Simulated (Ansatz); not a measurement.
# LiMo16: the cost of one run

Program: Ansatz 0.2.0. Level of theory: DFT LDA, plane waves, PAW, scalar-relativistic, no spin polarisation. These are calculated values, not measurements.

### Step 1. Starting point

The cell holds 17 atoms (LiMo16): a = 6.300 Å, b = 6.300 Å, c = 6.300 Å, α = 90.00°, β = 90.00°, γ = 90.00°.

As a file:

```
CELL_PARAMETERS angstrom
6.30000 0.00000 0.00000
0.00000 6.30000 0.00000
0.00000 0.00000 6.30000
ATOMIC_POSITIONS crystal
Mo 0.00000 0.00000 0.00000
Mo 0.50000 0.00000 0.00000
Mo 0.00000 0.50000 0.00000
Mo 0.00000 0.00000 0.50000
Mo 0.25000 0.25000 0.25000
Mo 0.50000 0.50000 0.00000
Mo 0.50000 0.00000 0.50000
Mo 0.75000 0.25000 0.25000
Mo 0.00000 0.50000 0.50000
Mo 0.25000 0.75000 0.25000
Mo 0.25000 0.25000 0.75000
Mo 0.50000 0.50000 0.50000
Mo 0.75000 0.75000 0.25000
Mo 0.75000 0.25000 0.75000
Mo 0.25000 0.75000 0.75000
Mo 0.75000 0.75000 0.75000
Li 0.00541 0.87500 0.74711
```

### Step 2. End point A

Contents of input.yaml:

```yaml
crystal:
  lattice:
    - [6.3, 0.0, 0.0]
    - [0.0, 6.3, 0.0]
    - [0.0, 0.0, 6.3]
  atoms:
    - { symbol: Mo, position: [0.0, 0.0, 0.0] }
    - { symbol: Mo, position: [0.5, 0.0, 0.0] }
    - { symbol: Mo, position: [0.0, 0.5, 0.0] }
    - { symbol: Mo, position: [0.0, 0.0, 0.5] }
    - { symbol: Mo, position: [0.25, 0.25, 0.25] }
    - { symbol: Mo, position: [0.5, 0.5, 0.0] }
    - { symbol: Mo, position: [0.5, 0.0, 0.5] }
    - { symbol: Mo, position: [0.75, 0.25, 0.25] }
    - { symbol: Mo, position: [0.0, 0.5, 0.5] }
    - { symbol: Mo, position: [0.25, 0.75, 0.25] }
    - { symbol: Mo, position: [0.25, 0.25, 0.75] }
    - { symbol: Mo, position: [0.5, 0.5, 0.5] }
    - { symbol: Mo, position: [0.75, 0.75, 0.25] }
    - { symbol: Mo, position: [0.75, 0.25, 0.75] }
    - { symbol: Mo, position: [0.25, 0.75, 0.75] }
    - { symbol: Mo, position: [0.75, 0.75, 0.75] }
    - { symbol: Li, position: [0.0054126, 0.8750028, 0.7471084] }
basis:
  ecutwfc: 420.0
kpoints:
  mp_grid: { grid: [3, 3, 3] }
hamiltonian:
  xc: lda
scf:
  occupations: { method: gaussian, width: 0.05 }
  lower_state_search: "off"
relax:
  f_tol: 0.03
  max_steps: 60
  adjacent_minimum: "off"
```

Launch:

```bash
> ansatz run input.yaml --threads 4 --pin off --max-ram 10240MiB --backend cpu --events-out ev --progress --plain --runs-dir out
```

Q: Estimate wall time and peak memory on 4 threads of AMD EPYC 9R45 (Zen 5), shared host.

About 38 s, with a peak of 1.1 GiB.
